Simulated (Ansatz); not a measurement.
Crystal: LuSb.

```
CELL_PARAMETERS angstrom
0.00000 3.03933 3.03933
3.03933 0.00000 3.03933
3.03933 3.03933 0.00000
ATOMIC_POSITIONS crystal
Lu 0.00000 0.00000 0.00000
Sb 0.50000 0.50000 0.50000
```

The cell is a database's computed one.

- Program: Ansatz 0.2.0
- Task: relaxation of cell and atoms
- Functional: revPBE
- Dispersion: D4
- Potentials or basis: all-electron LAPW, scalar-relativistic
- Basis error allowed: 0.001 eV/atom
- k mesh: 8 × 8 × 8
- Occupations: fermi-dirac, width 0.05 eV
- Spin: no spin polarisation

At the start: volume 28.08 Å³/atom.

Question: Where does the relaxation end?

Answer: Over 4 steps the energy falls by 2.4 meV/atom and the volume is 27.51 Å³/atom (-2.0 %); space group Fm-3m (No. 225, to 0.05 Å).

Step by step:
```
step  energy change (eV)  largest force (eV/Å)  volume (Å³)
   1              0.0000                0.0000        56.15
   2             -0.0018                0.0000        54.09
   3             -0.0049                0.0000        55.02
   4             -0.0049                0.0000        55.02
```

Final structure:
```xyz
2
Lattice="0.0000 3.0187 3.0187 3.0187 0.0000 3.0187 3.0187 3.0187 0.0000" Properties=species:S:1:pos:R:3 pbc="T T T"
Lu    0.0000    0.0000    0.0000
Sb    3.0187    3.0187    3.0187
```
